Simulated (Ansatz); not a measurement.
This script drives the Ansatz DFT code, driven from Python.

Script `ch4ges_pa.py`:
```python
"""Proton affinity of CH4GeS at one site."""

import ansatz
import numpy as np

BASIS_SET = "def2-SVP"
XC = "r2scan"
CHARGE = 1
FORCE_TOL = 0.01

GEOMETRY = """
C    -0.79950    0.63750   -0.22990
S     0.00010   -0.09500    1.16460
Ge    1.42500   -1.17010   -0.14190
H    -1.20070   -0.08710   -0.90960
H    -0.13820    1.31160   -0.83070
H    -1.67310    1.33390    0.13890
H     2.44760   -1.99890    0.76300
"""

molecule = ansatz.Crystal.molecule()
for line in GEOMETRY.strip().splitlines():
    symbol, *xyz = line.split()
    molecule = molecule.atom(symbol, [float(v) for v in xyz])

model = (
    molecule.calculation()
    .basis(gaussian=BASIS_SET)
    .functional(XC)
)
symbols = [site.symbol for site in molecule.cartesian_sites]
start = np.array([site.position_ang for site in molecule.cartesian_sites], dtype=float)
summary = model.relax(force_tolerance=0.01, max_steps=100).run(threads=1, pin="off").report
end = np.array(summary["positions_ang"])

# put the proton on the side away from the neighbours, slightly off axis
away = sum((end[1] - end[j]) / np.linalg.norm(end[1] - end[j]) for j in [0, 2]) + np.array([0.15, 0.1, -0.2])
proton = end[1] + 1.4 * away / np.linalg.norm(away)
acid = ansatz.Crystal.molecule()
for symbol, place in zip(symbols, end):
    acid = acid.atom(symbol, place.tolist())
acid = acid.atom("H", proton.tolist())
protonated = acid.calculation()
protonated = protonated.basis(gaussian=BASIS_SET)
protonated = protonated.functional(XC)
protonated = protonated.charge(CHARGE)
protonated = protonated.relax(force_tolerance=FORCE_TOL, max_steps=80)
after = protonated.run(threads=1, pin="off").report
xyz = np.array(after["positions_ang"])
reach = np.linalg.norm(xyz[:-1] - xyz[-1], axis=1)
print(f"base {summary['free_energy_ev']:.5f} eV, protonated {after['free_energy_ev']:.5f} eV")
print(f"the proton ends {reach.min():.3f} A from {symbols[reach.argmin()]}{reach.argmin()}")
print(f"electronic proton affinity {23.060548 * (summary['free_energy_ev'] - after['free_energy_ev']):.1f} kcal/mol")
```

It is started by `python ch4ges_pa.py`. How long does it take on 1 thread of Arm Neoverse V1, on a shared host, and how much memory does it need?

It took about 3.1 min, with a peak of 0.2 GiB, for 2 runs of the engine.

```console
$ python ch4ges_pa.py
base -68442.97546 eV, protonated -68451.27348 eV
the proton ends 1.358 A from S1
electronic proton affinity 191.4 kcal/mol
```

Total energies depend on the basis set; only differences at equal settings carry meaning. The proton is put on one chosen atom, which needn't be the most basic site, so the molecule's proton affinity can be higher; the ends are stationary points, not checked by frequencies, and zero-point and thermal terms count only where printed.
